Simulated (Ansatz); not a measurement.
**CH7SbSi: one species, many methods**

One table from this session's results is given with a row withheld; the runs are named, their logs left out.

Computed with Ansatz 0.2.0, Gaussian basis. Level: functionals in def2-TZVPP, the program's frozen cores in correlated methods.

The runs, in order: LDA (SPW92), PBE-D4, revPBE-D4, BLYP-D4, r2SCAN-D4, B97M-V, PBE0-D4, B3LYP-D4, r2SCANh-D4, r2SCAN0-D4, HSE06-D4, BHLYP-D4, CAM-B3LYP-D4, LC-ωPBE, ωB97X-V, ωB97M-V, B2PLYP, PBE-QIDH; CCSD(T)/def2-SVP; CCSD(T)/def2-TZVPP; MP2/def2-QZVPP; extrapolation to the limit; RPA on PBE.

## The geometry

An earlier PBE0-D4 in a triple-zeta def2 set relaxation fixed the geometry. Sb takes the def2 core potential; no spin-orbit term is included.

SMILES `[SiH3][CH2][SbH2]`, 10 atoms, charge 0, spin multiplicity 1.

Atoms are counted from 1 here; the program's logs count them from 0.

Bond lengths: Si1–C2 1.865 Å, Si1–H4 1.492 Å, Si1–H5 1.487 Å, Si1–H6 1.487 Å, C2–Sb3 2.170 Å, C2–H7 1.093 Å, C2–H8 1.093 Å, Sb3–H9 1.712 Å, Sb3–H10 1.712 Å. Angles: C2–Si1–H4 111.6°, C2–Si1–H5 110.0°, C2–Si1–H6 110.0°, H4–Si1–H5 108.2°, H4–Si1–H6 108.2°, H5–Si1–H6 108.8°, Si1–C2–Sb3 114.3°, Si1–C2–H7 111.1°, Si1–C2–H8 111.1°, Sb3–C2–H7 106.4°, Sb3–C2–H8 106.3°, H7–C2–H8 107.2°, C2–Sb3–H9 94.1°, C2–Sb3–H10 94.1°, H9–Sb3–H10 90.9°.

The first run:

in.yaml

```yaml
crystal:
  periodic: [false, false, false]
  atoms:
    - {symbol: Si, position_ang: [-1.049476, 0.231422, -0.643509]}
    - {symbol: C, position_ang: [0.274159, -0.944943, -0.058808]}
    - {symbol: Sb, position_ang: [1.800848, -0.028628, 1.182122]}
    - {symbol: H, position_ang: [-2.065337, -0.460639, -1.488347]}
    - {symbol: H, position_ang: [-0.440023, 1.322135, -1.449561]}
    - {symbol: H, position_ang: [-1.747406, 0.832190, 0.523869]}
    - {symbol: H, position_ang: [0.796820, -1.400413, -0.903959]}
    - {symbol: H, position_ang: [-0.155402, -1.758119, 0.532077]}
    - {symbol: H, position_ang: [0.676670, 0.825531, 2.149857]}
    - {symbol: H, position_ang: [1.992346, 1.330365, 0.159161]}
basis:
  gaussian: {orbitals: def2-TZVPP}
hamiltonian: {xc: lda}
output: {orbitals: {seedname: orbitals}}
```

Started as:

```
> ansatz run in.yaml --threads 2 --pin off --events-out ev --progress --plain --max-ram 4352MiB
```

Steps of the session up to this table: LDA; PBE-D4 (GGA); revPBE-D4 (GGA); BLYP-D4 (GGA); r2SCAN-D4 (meta-GGA); B97M-V (meta-GGA); B3LYP-D4 (hybrid); r2SCANh-D4 (hybrid); r2SCAN0-D4 (hybrid); HSE06-D4 (hybrid); BHLYP-D4 (hybrid); CAM-B3LYP-D4 (range-separated); LC-ωPBE (range-separated); ωB97X-V (range-separated); ωB97M-V (range-separated); B2PLYP (double hybrid); PBE-QIDH (double hybrid).

One of the session's tables, all rows but one given; the rest of the session is left out.

It belongs to the step «Orbital energies across the functionals». 

```
  functional  HOMO (eV)  gap (eV)
 LDA (SPW92)      -6.22      4.75
      PBE-D4      -6.09      4.81
   revPBE-D4          ?         ?
     BLYP-D4      -5.97      4.78
   r2SCAN-D4      -6.32      5.32
      B97M-V      -6.34      5.13
     PBE0-D4      -7.08      6.55
    B3LYP-D4      -6.92      6.16
  r2SCANh-D4      -6.69      5.95
  r2SCAN0-D4      -7.24      6.88
    HSE06-D4      -6.70      5.80
    BHLYP-D4      -7.97      8.18
CAM-B3LYP-D4      -8.31      8.68
     LC-ωPBE      -9.54     11.00
     ωB97X-V      -9.24     10.56
     ωB97M-V      -9.14     10.19
```

**Question.** Estimate the row for revPBE-D4.

The run gave: HOMO (eV): -6.05; gap (eV): 4.85. In the column «HOMO (eV)» it lies between PBE-D4 (-6.09) and BLYP-D4 (-5.97).
